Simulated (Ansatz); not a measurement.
# Ge7H2: the cost of one run

Program: Ansatz 0.2.0. Level of theory: DFT LDA, scalar-relativistic, plane waves, PAW. These are calculated values, not measurements.

2 further runs of the same task are left out: 2 set aside as unsound or not needed.

**1. The starting structure**

The structure is cubic, space group Fd-3m (No. 227). The conventional cell has a = 5.658 Å, b = 5.658 Å, c = 5.658 Å, α = 90.00°, β = 90.00°, γ = 90.00°. Around Ge (site symmetry -43m) lie 4 Ge at 2.45 Å.

As a file:

```xyz
2
Lattice="0.0000 2.8288 2.8288 2.8288 0.0000 2.8288 2.8288 2.8288 0.0000" Properties=species:S:1:pos:R:3 pbc="T T T"
Ge    2.8288    2.8288    2.8288
Ge    4.2432    4.2432    4.2432
```

The structure comes from the Crystallography Open Database.

**5. Setting up the map**

Atoms count from 1 in the order of the input.

Two atoms of the surface dimers are held at set heights.

The axes are (1) height of Ge13 above its place in the flat dimer: 7 values from −0.669 to 0.647 Å; (2) height of Ge14 above its place in the flat dimer: 7 values from −0.669 to 0.647 Å.

Relaxed at each point: all atoms of the upper layers, but for the two heights. Points are written as (first, second).

(The set-up runs are not shown.)

**6. Point (0.000 Å, 0.000 Å)**

Contents of input.yaml:

```yaml
crystal:
  lattice:
    - [3.9752292141, 0.0, 0.0]
    - [0.0, 7.9504584281, 0.0]
    - [0.0, 0.0, 22.1891745247]
  atoms:
    - { symbol: Ge, position: [0.0, 0.25, 0.2211186323] }
    - { symbol: Ge, position: [0.0, 0.75, 0.2211186323] }
    - { symbol: Ge, position: [0.0, 0.5, 0.2844583372] }
    - { symbol: Ge, position: [0.0, 0.0, 0.2844583372] }
    - { symbol: Ge, position: [0.5, 0.5, 0.3477980422] }
    - { symbol: Ge, position: [0.5, 0.0, 0.3477980422] }
    - { symbol: Ge, position: [0.5, 0.75, 0.4129844159] }
    - { symbol: Ge, position: [0.5, 0.25, 0.4091174223] }
    - { symbol: Ge, position: [0.0, 0.75, 0.4778650644] }
    - { symbol: Ge, position: [0.0, 0.25, 0.4706988017] }
    - { symbol: Ge, position: [0.0, 0.0056355673, 0.5381799532] }
    - { symbol: Ge, position: [0.0, 0.4943644327, 0.5381799532] }
    - { symbol: Ge, position: [0.5, 0.096024504, 0.5899777288] }
    - { symbol: Ge, position: [0.5, 0.403975496, 0.5899777288] }
    - { symbol: H, position: [-0.3085651772, 0.25, 0.1796750369] }
    - { symbol: H, position: [0.3085651772, 0.25, 0.1796750369] }
    - { symbol: H, position: [0.3079205199, 0.75, 0.179421452] }
    - { symbol: H, position: [-0.3079205199, 0.75, 0.179421452] }
basis:
  ecutwfc: 420
kpoints:
  mp_grid: { grid: [6, 3, 1] }
hamiltonian:
  xc: lda
scf:
  occupations: { method: gaussian, width: 0.05 }
output:
  forces: true
  eigenvalues: true
relax:
  adjacent_minimum: "off"
  f_tol: 0.03
  max_steps: 30
  constraints:
    - { sites: [0, 1, 2, 3, 4, 5, 14, 15, 16, 17] }
    - { sites: [12, 13], fix: z }
efield:
  axis: 3
  dipole_correction: true
  ramp_width: 0.04
```

Launch:

```bash
ansatz run input.yaml --threads 4 --pin off --max-ram 12288MiB --backend cpu --events-out ev --progress --plain --runs-dir out
```

Q: Estimate wall time and peak memory on 4 threads of Arm Neoverse V1, shared host.

About 42 s, with a peak of 1.8 GiB.
